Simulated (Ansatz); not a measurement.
# C₂H₅AlO₂: up Jacob's ladder to CCSD(T)

Aim: compute C₂H₅AlO₂ with functionals from several rungs and with coupled cluster, and see how far each lands from CCSD(T) at the basis-set limit for the atomisation energy.

Computed with Ansatz 0.2.0, Gaussian basis. Level: functionals in def2-TZVPP, the program's frozen cores in correlated methods.

Plan: LDA (SPW92), PBE-D4, revPBE-D4, BLYP-D4, r2SCAN-D4, B97M-V, PBE0-D4, B3LYP-D4, r2SCANh-D4, r2SCAN0-D4, HSE06-D4, BHLYP-D4, CAM-B3LYP-D4, LC-ωPBE, ωB97X-V, ωB97M-V, B2PLYP, PBE-QIDH; CCSD(T)/def2-SVP; CCSD(T)/def2-TZVPP; MP2/def2-QZVPP; extrapolation to the limit; RPA on PBE.

**1. Structure used throughout**

The geometry comes from an earlier relaxation with PBE0-D4 in a triple-zeta def2 set; it is a stationary point, not always the lowest conformer.

10 atoms, charge 0, spin multiplicity 1.

Atoms are counted from 1 here; the program's logs count them from 0.

Bond lengths: C1–O2 1.442 Å, C1–H6 1.089 Å, C1–H7 1.086 Å, C1–H8 1.089 Å, O2–C3 1.296 Å, C3–O4 1.266 Å, C3–Al5 1.941 Å, O4–Al5 1.931 Å, Al5–H9 1.579 Å, Al5–H10 1.579 Å. Angles: O2–C1–H6 110.2°, O2–C1–H7 105.3°, O2–C1–H8 110.2°, H6–C1–H7 110.8°, H6–C1–H8 109.5°, H7–C1–H8 110.8°, C1–O2–C3 117.3°, O2–C3–O4 121.1°, O2–C3–Al5 168.4°, O4–C3–Al5 70.5°, C3–O4–Al5 71.4°, C3–Al5–O4 38.2°, C3–Al5–H9 117.3°, C3–Al5–H10 117.3°, O4–Al5–H9 113.7°, O4–Al5–H10 113.7°, H9–Al5–H10 124.8°.

Geometry (Å):

```xyz
10
charge 0, multiplicity 1
C    -1.0473   -1.6021   -0.0230
O    -1.0420   -0.2917    0.5784
C    -0.0583    0.4963    0.2767
O     0.8585    0.1260   -0.5143
Al    1.2338    1.9291    0.0644
H    -0.1522   -2.1518    0.2660
H    -1.9399   -2.0899    0.3583
H    -1.0865   -1.5170   -1.1085
H     2.3908    2.0250    1.1354
H     0.9261    3.0249   -1.0306
```

**2. LDA**

This LDA is Slater exchange with PW92 correlation.

in.yaml reads:

```yaml
crystal:
  periodic: [false, false, false]
  atoms:
    - {symbol: C, position_ang: [-1.047328, -1.602110, -0.023025]}
    - {symbol: O, position_ang: [-1.042025, -0.291749, 0.578443]}
    - {symbol: C, position_ang: [-0.058286, 0.496277, 0.276697]}
    - {symbol: O, position_ang: [0.858479, 0.126007, -0.514262]}
    - {symbol: Al, position_ang: [1.233842, 1.929131, 0.064438]}
    - {symbol: H, position_ang: [-0.152182, -2.151789, 0.266026]}
    - {symbol: H, position_ang: [-1.939888, -2.089869, 0.358298]}
    - {symbol: H, position_ang: [-1.086459, -1.516974, -1.108488]}
    - {symbol: H, position_ang: [2.390776, 2.024965, 1.135414]}
    - {symbol: H, position_ang: [0.926072, 3.024911, -1.030641]}
basis:
  gaussian: {orbitals: def2-TZVPP}
hamiltonian: {xc: lda}
output: {orbitals: {seedname: orbitals}}
```

After this run come: PBE-D4 (GGA); revPBE-D4 (GGA); BLYP-D4 (GGA); r2SCAN-D4 (meta-GGA); B97M-V (meta-GGA); PBE0-D4 (hybrid); B3LYP-D4 (hybrid); r2SCANh-D4 (hybrid); r2SCAN0-D4 (hybrid); HSE06-D4 (hybrid); BHLYP-D4 (hybrid); CAM-B3LYP-D4 (range-separated); LC-ωPBE (range-separated); ωB97X-V (range-separated); ωB97M-V (range-separated); B2PLYP (double hybrid); PBE-QIDH (double hybrid); CCSD(T) in def2-SVP; CCSD(T) in def2-TZVPP; MP2 in def2-QZVPP; RPA on PBE orbitals.

Before running them: what should the planned runs give, taken together? Wanted: atomisation energy, CCSD(T)/CBS; farthest beyond LDA; mean size of error, GGA; mean size of error, meta-GGA; mean size of error, hybrid; mean size of error, range-separated; mean size of error, double hybrid; gap, smallest and largest; T1 diagnostic.

**Answer**, as computed:

| quantity | value |
| --- | --- |
| atomisation energy, CCSD(T)/CBS | 3736.6 kJ/mol |
| functionals within 18.7 kJ/mol (0.5 %) | revPBE-D4, BLYP-D4, PBE0-D4, B3LYP-D4, r2SCANh-D4, HSE06-D4, CAM-B3LYP-D4, LC-ωPBE, ωB97X-V, ωB97M-V |
| farthest beyond LDA | BHLYP-D4 (-157.6 kJ/mol) |
| mean size of error, GGA | 38.0 kJ/mol |
| mean size of error, meta-GGA | 23.9 kJ/mol |
| mean size of error, hybrid | 45.1 kJ/mol |
| mean size of error, range-separated | 11.3 kJ/mol |
| mean size of error, double hybrid | 41.0 kJ/mol |
| gap, smallest and largest | 4.46 eV (LDA (SPW92)), 12.30 eV (LC-ωPBE) |
| T1 diagnostic | 0.0159 |
| triples share of the correlation energy | 4.0 % |

**Reading.** The LDA atomisation energy is off by 603.6 kJ/mol (16 %): it overbinds. PBE-D4 is off by +93.8 kJ/mol. Double hybrids carry the basis error of their MP2 part in triple zeta, and no dispersion term here, so their miss is partly the set-up's. By mean error the best rung here is range-separated (11.3 kJ/mol) and the worst beyond LDA is hybrid (45.1 kJ/mol). The mean of the hybrids holds BHLYP, with half exact exchange. The reference freezes the cores and leaves out relativity and excitations past (T), so misses under about 18.7 kJ/mol can't be ranked. Hartree-Fock recovers 70 % of the binding; the rest is correlation. CCSD(T) in def2-SVP is off by -187.8 kJ/mol, which most functionals beat. The gap grows from 4.5 to 12.3 eV across the functionals, mostly with the share of exact exchange.
